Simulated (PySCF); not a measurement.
# A diatomic session: IrF

Aim: find the lowest electronic state of IrF, scan its bond at several levels of theory, and get bond length, wavenumber and dissociation energy from each curve.

Computed with PySCF 2.14.0. Level: Ir x2c-TZVPPall, F x2c-TZVPPall, spin-free X2C with a Gaussian nucleus.

**1. The job**

A driver script around PySCF takes these settings:

```json
{
 "atoms": "Ir, F",
 "charge": "0",
 "basis": "Ir x2c-TZVPPall, F x2c-TZVPPall",
 "Hamiltonian": "spin-free X2C with a Gaussian nucleus",
 "basis functions": "128",
 "electrons treated": "86",
 "masses in u": "192.9629, 18.9984",
 "levels": "PBE0, PBE, r²SCAN, B3LYP, B97-3, TPSS, BLYP, ωB97X-V, HF, MP2, SCS-MP2",
 "grid": "80 radial by 434 angular points",
 "occupations": "held fixed by the projection of orbital angular momentum",
 "dissociation limit": "Ir + F, each in its ground configuration",
 "starting distance in angstrom": "1.800",
 "values of 2S to try": "0, 2, 4, 6"
}
```

Command:

```sh
$ OMP_NUM_THREADS=2 python dia.py task.json out
```

After this run come: The PBE0 curve of the state that the search chose; Excited determinants; PBE (GGA); r²SCAN (meta-GGA); B3LYP (global hybrid GGA); B97-3; TPSS (meta-GGA); BLYP; ωB97X-V (range-separated hybrid); ROHF (mean field).

What does the calculation give? Wanted: for each run, Re; ωe; De; μ.

As calculated:

Lowest PBE0 solution found, without spin–orbit coupling: triplet, unpaired electrons π ↑, δ ↑. State 2 has its PBE0 minimum 0.09 eV higher. State 3 has its PBE0 minimum 0.12 eV higher. State 4 has its PBE0 minimum 0.15 eV higher. The other levels ran on the lowest alone.

```csv
level,Re (Å),ωe (cm⁻¹),De (eV),μ (D)
ROHF,1.897,574,1.63,-5.02
ROHF-MP2,1.828,689,3.79,n/a
ROHF-SCS-MP2,1.838,672,3.55,n/a
PBE,1.849,645,4.51,-2.62
BLYP,1.866,629,4.29,-2.66
TPSS,1.848,652,4.44,-2.75
r²SCAN,1.837,666,4.07,-2.82
B3LYP,1.857,639,3.91,-3.16
PBE0,1.845,649,3.90,-3.25
B97-3,1.860,623,3.82,-3.43
ωB97X-V,1.854,641,4.15,-3.58
```

De is counted to Ir + F in their ground configurations. A positive dipole means Ir(−)F(+).

**Reading.** The methods spread over 0.069 Å in bond length, from ROHF-MP2 to ROHF. Among the levels with a De in the table, it runs from 1.63 eV (ROHF) to 4.51 eV (PBE).

Correlated steps freeze 24 core orbitals. These are scalar-relativistic numbers at best; spin–orbit coupling would shift them, the dissociation energy most. The state is the lowest single determinant that the PBE0 search found; with open d or f shells the true ground state can be another one. With spin–orbit coupling the term label itself may not hold.
